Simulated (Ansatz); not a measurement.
# CoPtO2: the cost of one run

Program: Ansatz 0.2.0. Level of theory: DFT, PBE, PAW with Ansatz's default frozen-core files, scalar-relativistic. These are calculated values, not measurements.

## (1) Starting point

It takes space group R-3m (No. 166, trigonal). Conventional cell: a = 2.825 Å, b = 2.825 Å, c = 17.818 Å, α = 90.00°, β = 90.00°, γ = 120.00°. Co (site symmetry -3m) has 6 O at 1.90 Å as nearest neighbours. Pt (site symmetry -3m) has 2 O at 2.00 Å as nearest neighbours. O (site symmetry 3m) is surrounded by 3 Co at 1.90 Å and 1 Pt at 2.00 Å.

As a file:

```
CELL_PARAMETERS angstrom
1.41227 0.81537 5.93939
-1.41227 0.81537 5.93939
0.00000 -1.63075 5.93939
ATOMIC_POSITIONS crystal
Co 0.50000 0.50000 0.50000
Pt 0.00000 0.00000 0.00000
O 0.88776 0.88776 0.88776
O 0.11224 0.11224 0.11224
```

Atoms are numbered in the order of the input: Co1, Pt2, O3, O4.

## (2) Free moments from the typed start, PAW

Contents of input.yaml:

```yaml
crystal:
  lattice:
    - [1.4122699173, 0.8153744169, 5.9393891094]
    - [-1.4122699173, 0.8153744169, 5.9393891094]
    - [0.0, -1.6307488338, 5.9393891094]
  atoms:
    - { symbol: Co, position: [0.5, 0.5, 0.5], spin: 2.0 }
    - { symbol: Pt, position: [0.0, 0.0, 0.0], spin: 0.6 }
    - { symbol: O, position: [0.88775597, 0.88775597, 0.88775597] }
    - { symbol: O, position: [0.11224403, 0.11224403, 0.11224403] }
magnetization:
  spin_polarized: true
kpoints:
  mp_grid: { grid: [12, 12, 12] }
scf:
  occupations: { method: fermi_dirac, width: 0.05 }
hamiltonian:
  xc: pbe
  pseudopotentials: { kind: paw }
output:
  forces: true
  stress: true
  eigenvalues: true
  populations: true
```

Run with:

```sh
$ ansatz run input.yaml --threads 2 --pin off --max-ram 6144MiB --backend cpu --events-out ev --progress --plain --runs-dir out
```

What time and memory should one allow on 2 threads of Arm Neoverse V2, shared host?

About 17 s, with a peak of 0.6 GiB.
